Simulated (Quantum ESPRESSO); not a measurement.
Runs of Quantum ESPRESSO 7.5 on BN. The structure is hexagonal, space group P6_3/mmc (No. 194). The conventional cell has a = 2.504 Å, b = 2.504 Å, c = 6.660 Å, α = 90.00°, β = 90.00°, γ = 120.00°. Around B (site symmetry -6m2) lie 3 N at 1.45 Å. N (site symmetry -6m2) has 3 B at 1.45 Å as nearest neighbours. The cell was built by a generator and needn't be a form met in nature.

| level | potentials or basis | k mesh | form of the LDA correlation | mesh quality | gap on the mesh (eV) | pressure (GPa) |
| --- | --- | --- | --- | --- | --- | --- |
| PBE | PseudoDojo 0.4.1 SR PBE standard | 18 × 18 × 6 | - | not flagged | (a) | 3.0 |
| PBE | PseudoDojo 0.4.1 SR PBE standard | 12 × 12 × 4 | - | not flagged | 4.31 | 3.0 |
| LDA | PseudoDojo 0.4.1 SR LDA standard | 12 × 12 × 4 | PW92 | not flagged | 4.12 | -4.6 |
| PBE | PseudoDojo 0.4.1 SR PBE standard | 6 × 6 × 2 | - | coarse | 4.31 | 3.0 |

Alike in all rows: task phonons; no spin polarisation; cell as given; cutoff (eV) 1143; smearing fermi-dirac 0.05 eV.

Problem. Fill in the values left out.

Solution. (a) 4.28.

Caveats: some runs use coarse meshes; on a mesh that holds Γ this program's dielectric tensor can be off by some percent beyond the error of the mesh; this functional lacks dispersion, which binds the layers, so the pressure and a relaxed spacing across them are unreliable (some runs); the cell is more than 3 GPa from zero pressure, which shifts response properties (some runs).

A k mesh can miss the band edges.

Not every run made on this cell is shown here.
